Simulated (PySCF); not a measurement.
# C3H5FSSi: the cost of one run

The runs use PySCF 2.14.0, with density-fitted response routines of our own; the level of theory stands in each step. All values are computed, except where a source is named. Atoms count from 0, in the outputs and in this text.

## (1) The starting structure

11 atoms, charge 0, multiplicity 1; geometry from: GFN2-xTB. The atoms were then displaced at random by about 0.01 Å, so the start is not that level's minimum.

Bonds of the start (Å): F0–Si1 1.60, Si1–C2 1.85, C2–C3 1.37, C3–S4 1.74, S4–C5 1.82, C5–Si1 1.92, Si1–H6 1.45, C2–H7 1.09, C3–H8 1.04, C5–H9 1.08, C5–H10 1.09.

## (2) Relaxing the molecule at PBE0-D3(BJ)/def2-SVP

Job settings and geometry (Å):

```
{"job": {"xc": "PBE0", "basis": "def2-SVP", "d3": "d3bj", "grid": 1, "shake": 0.01, "kind": "geom"}, "charge": 0, "multiplicity": 1}
F     -1.807550    -1.490880    -0.720890
Si    -0.765580    -0.846120     0.314900
C      0.980250    -0.911000    -0.292130
C      1.603240     0.288900    -0.480750
S      0.701060     1.757830    -0.212400
C     -0.918370     1.065290     0.265220
H     -1.098610    -1.439480     1.595280
H      1.585670    -1.800410    -0.465090
H      2.580970     0.449900    -0.793550
H     -1.638460     1.402040    -0.460580
H     -1.184520     1.498100     1.234320
```

Run with:

```
$ OMP_NUM_THREADS=1 python probes_run.py task.json out
```

This one command runs all jobs of the session in turn.

**Question.** How long does this first job take on 1 thread of Arm Neoverse V1, shared host, and how much memory does it need?

About 58 s, with a peak of 0.49 GiB.
